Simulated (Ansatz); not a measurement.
Runs of Ansatz 0.2.0 on MoIr4. The structure is trigonal, space group R-3m (No. 166). The conventional cell has a = 2.748 Å, b = 2.748 Å, c = 33.918 Å, α = 90.00°, β = 90.00°, γ = 120.00°. Ir (site symmetry 3m) is surrounded by 9 Ir at 2.75 to 2.79 Å and 3 Mo at 2.75 Å. Ir (site symmetry 3m) is surrounded by 12 Ir at 2.72 to 2.79 Å. Mo (site symmetry -3m) is surrounded by 6 Mo at 2.75 Å and 6 Ir at 2.75 Å. The cell comes from a database or a generator and needn't be the stable form of this composition.

```tsv
level	cutoff (eV)	gap on the mesh (eV)	pressure (GPa)	largest force (eV/Å)
r2SCAN	500	none	(a)	0.07
PBEsol	420	none	(c)	0.05
RPBE	420	none	2.3	0.07
LDA	420	none	(b)	0.07
BLYP	420	none	13.5	0.16
revPBE	420	none	1.2	0.07
```

Alike in all rows: task projected density of states; potentials or basis Ansatz PAW; no spin polarisation; cell as given; k mesh 11 × 11 × 11; smearing fermi-dirac 0.05 eV.

Q: Estimate the missing entries.

A: (a) -7.9; (b) -17.3; (c) -12.0.

Caveats: the PAW data sets come from PBE, with cores solved anew for the run's functional, which leaves a small shift of forces and pressure.

A k mesh can miss the band edges, and the runs leave out spin-orbit coupling on Ir, Mo.

A gap of «none» marks a metal or a gap under the smearing width.

Runs at the PBE level aren't shown here.
